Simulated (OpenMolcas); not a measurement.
# Re⁴⁺ among point charges: CASSCF and CASPT2 levels and susceptibility

Aim: the splitting of the states of Re⁴⁺ in the field of 3 point charges, its lowest levels with spin-orbit coupling and its magnetic susceptibility.

The numbers are computed with OpenMolcas 26.06 (state-averaged CASSCF and CASPT2, spin-orbit coupling by RASSI with atomic mean-field integrals), except any that are marked as measured or tabulated.

## 1. Starting point

```
Species                           : Re⁴⁺ (rhenium, Z = 75, 71 electrons)
Basis                             : ANO-RCC-VTZP [8s7p5d3f2g1h], 104 functions
Scalar Hamiltonian                : DKH2, point nucleus
Inactive shells                   : 1s 2s 2p 3s 3p 3d 4s 4p 4d 4f 5s 5p
Active space                      : 3 electrons in 5 orbitals (5d)
Some configurations of this space : 5d³
Orbitals                          : optimised for each spin and parity, averaged over all roots
```

The outer shells:

5d3
```
5d [↑ ][↑ ][↑ ][  ][  ]
```

The ion sits among 3 point charges of -1.5 e arranged as a planar triangle (D3h), 1.89 Å from the ion.

Each step is its own input file, run in one work folder so that later steps find the files of earlier ones. Labels, J, g values, rates, χT and fits are worked out afterwards by a script from the matrices that RASSI stores.

## 2. Basis and integrals

The input, a.inp:

```
&GATEWAY
Coord
1

Re 0.0 0.0 0.0
Basis=ANO-RCC-VTZP
Group=NoSym
NoMove
AngMom=0.0 0.0 0.0
AMFI
XField
3 Angstrom 0
1.890000 0.000000 0.000000 -1.500000
-0.945000 1.636788 0.000000 -1.500000
-0.945000 -1.636788 0.000000 -1.500000
&SEWARD
```

Run with:

```
OMP_NUM_THREADS=1 MOLCAS_MEM=1689 MOLCAS_PROJECT=a pymolcas a.inp > a.log
```

## 3. Reference wave functions, quartets, 10 roots

The input, a.inp:

```
&RASSCF
FileOrb=start.orb
Symmetry=1
Spin=4
nActEl=3 0 0
Inactive=34
Ras2=5
CIRoot=10 10 1
SDav=10
CIMx=300
Iter=120 100
PrWF=0.3
OrbListing=Nothing
MaxOrb=0
>>> COPY $Project.JobIph JOB001
```

start.orb holds the contracted functions of the basis, ordered by shell, or the orbitals of the step before.

## 4. Reference wave functions, doublets, 40 roots

The input, a.inp:

```
&RASSCF
FileOrb=start.orb
Symmetry=1
Spin=2
nActEl=3 0 0
Inactive=34
Ras2=5
CIRoot=40 40 1
SDav=40
CIMx=300
Iter=120 100
PrWF=0.3
OrbListing=Nothing
MaxOrb=0
>>> COPY $Project.JobIph JOB002
```

## 5. RASSI: spin-orbit coupling between the states

The input, a.inp:

```
&RASSI
NrOfJobIphs=2 10 40
1 2 3 4 5 6 7 8 9 10
1 2 3 4 5 6 7 8 9 10 11 12 13 14 15 16 17 18 19 20 21 22 23 24 25 26 27
28 29 30 31 32 33 34 35 36 37 38 39 40
IphNames
JOB001
JOB002
EJob
SpinOrbit
DIPRint=1.0
SOCoupling=1000.0
Subsets=2
Property=9
'ANGMOM' 1 'ANGMOM' 2 'ANGMOM' 3 'MLTPL  1' 1 'MLTPL  1' 2 'MLTPL  1' 3
'AMFI' 1 'AMFI' 2 'AMFI' 3
SOProperty=3
'ANGMOM' 1 'ANGMOM' 2 'ANGMOM' 3
```

## 6. CASPT2: IPEA 0.25, imaginary shift 0.1 (closed shells correlated: 4f 5s 5p)

The input, a.inp:

```
>>> COPY JOB001 $Project.JobIph
&CASPT2
Multistate=10 1 2 3 4 5 6 7 8 9 10
NoMult
Frozen=23
IPEA=0.25
Imaginary=0.1
MaxIter=60
WThr=0.0 0.3 0.05
PrWF=0.5
NoMix
>>> COPY JOB002 $Project.JobIph
&CASPT2
Multistate=40 1 2 3 4 5 6 7 8 9 10 11 12 13 14 15 16 17 18 19 20 21 22
23 24 25 26 27 28 29 30 31 32 33 34 35 36 37 38 39 40
NoMult
Frozen=23
IPEA=0.25
Imaginary=0.1
MaxIter=60
WThr=0.0 0.3 0.05
PrWF=0.5
NoMix
```

(Steps that only read results are left out.)

**Question.** What will these runs give? Wanted: spin-free ground state; first state of the same spin within the active space; lowest level; next level.

The runs gave:

| quantity | value |
| --- | --- |
| method | SS-CASPT2, IPEA 0.25, imaginary shift 0.1 (closed shells correlated: 4f 5s 5p) |
| spin-free ground state | 4A2, 1-fold in its orbital part |
| first state of the same spin within the active space | 4A1 at 5690 cm⁻¹ |
| lowest level | 2-fold E3/2, g = 0.00, 0.00, 3.27 |
| next level | 1564.9 cm⁻¹ |
| χT at 300 K | 0.39 cm³ K/mol |
| effective moment at 300 K | 1.77 μB |

Cost by method:

| method | time of its own steps | time with the reference |
| --- | --- | --- |
| A. CASSCF | 22 s | 22 s |
| B. SS-CASPT2, IPEA 0.25, imaginary shift 0.1, +4f 5s 5p | 77 s | 100 s |

Times are of one thread on a shared host.

What this shows: The spin-free ground state (4A2) comes to 59 % from free-ion P terms and keeps the highest spin of the shell. χT at 300 K is 0.39, against 1.88 cm³ K/mol for the spin alone, so spin-orbit coupling lowers it. CASPT2 does not keep the components of a term degenerate, and the means are used. The field of point charges can differ much from that of real complexes. This is an electrostatic model: the charges have no orbitals.
